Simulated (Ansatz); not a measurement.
# BF3H2O: up Jacob's ladder to CCSD(T)

The task here is to estimate one member of a computed series from the others.

The runs use Ansatz 0.2.0, Gaussian basis; functionals in def2-TZVPP, the program's frozen cores in correlated methods.

Levels to be run: LDA (SPW92), PBE-D4, revPBE-D4, BLYP-D4, r2SCAN-D4, B97M-V, PBE0-D4, B3LYP-D4, r2SCANh-D4, r2SCAN0-D4, HSE06-D4, BHLYP-D4, CAM-B3LYP-D4, LC-ωPBE, ωB97X-V, ωB97M-V, B2PLYP, PBE-QIDH; CCSD(T)/def2-SVP; CCSD(T)/def2-TZVPP; CCSD(T)/def2-QZVPP; extrapolation to the limit; RPA on PBE.

### The relaxed structure

All runs share one geometry, relaxed beforehand with PBE0-D4 in a triple-zeta def2 set.

SMILES `[OH2+][B-](F)(F)F`, 7 atoms, charge 0, spin multiplicity 1.

Atoms are counted from 1 here; the program's logs count them from 0.

Bond lengths: O1–B2 1.774 Å, O1–H6 0.965 Å, O1–H7 0.965 Å, B2–F3 1.337 Å, B2–F4 1.352 Å, B2–F5 1.352 Å. Angles: B2–O1–H6 108.4°, B2–O1–H7 108.1°, H6–O1–H7 107.7°, O1–B2–F3 102.7°, O1–B2–F4 100.1°, O1–B2–F5 99.9°, F3–B2–F4 116.6°, F3–B2–F5 116.7°, F4–B2–F5 116.2°.

The first run:

File in.yaml:

```yaml
crystal:
  periodic: [false, false, false]
  atoms:
    - {symbol: O, position_ang: [-0.684276, 0.703358, 0.318622]}
    - {symbol: B, position_ang: [0.607239, -0.463789, -0.021729]}
    - {symbol: F, position_ang: [1.352584, -0.408435, 1.087122]}
    - {symbol: F, position_ang: [-0.127505, -1.584458, -0.201681]}
    - {symbol: F, position_ang: [1.134544, 0.090734, -1.136160]}
    - {symbol: H, position_ang: [-1.528676, 0.237087, 0.298648]}
    - {symbol: H, position_ang: [-0.692611, 1.357402, -0.390621]}
basis:
  gaussian: {orbitals: def2-TZVPP}
hamiltonian: {xc: lda}
output: {orbitals: {seedname: orbitals}}
```

On the command line:

```bash
ansatz run in.yaml --threads 2 --pin off --events-out ev --progress --plain --max-ram 32768MiB --backend cpu
```

Steps of the session up to this table: LDA; PBE-D4 (GGA); revPBE-D4 (GGA); BLYP-D4 (GGA); r2SCAN-D4 (meta-GGA); B97M-V (meta-GGA); B3LYP-D4 (hybrid); r2SCANh-D4 (hybrid); r2SCAN0-D4 (hybrid); HSE06-D4 (hybrid); BHLYP-D4 (hybrid); CAM-B3LYP-D4 (range-separated); LC-ωPBE (range-separated); ωB97X-V (range-separated); ωB97M-V (range-separated); B2PLYP (double hybrid); PBE-QIDH (double hybrid).

One of the session's tables, all rows but one given; the rest of the session is left out.

```
  functional  HOMO (eV)  gap (eV)
 LDA (SPW92)      -8.93      7.59
      PBE-D4      -8.68      7.45
   revPBE-D4      -8.58      7.42
     BLYP-D4      -8.64      7.31
   r2SCAN-D4          ?         ?
      B97M-V      -9.36      8.45
     PBE0-D4     -10.86     10.55
    B3LYP-D4     -10.55      9.79
  r2SCANh-D4     -10.02      9.84
  r2SCAN0-D4     -11.25     11.46
    HSE06-D4     -10.44      9.76
    BHLYP-D4     -13.04     13.32
CAM-B3LYP-D4     -12.46     12.87
     LC-ωPBE     -13.71     15.57
     ωB97X-V     -13.43     15.08
     ωB97M-V     -13.41     14.58
```

**Question.** Estimate the row for r2SCAN-D4.

Worked estimate for «HOMO (eV)». Against the share of exact exchange, r2SCANh-D4 (0.1, -10.02), r2SCAN0-D4 (0.25, -11.25) give a slope of -8.20 per unit share; at 0 the line stands at -9.20.

**Answer.** HOMO (eV): -9.21; gap (eV): 8.76. In «HOMO (eV)» the line misses by +0.01.
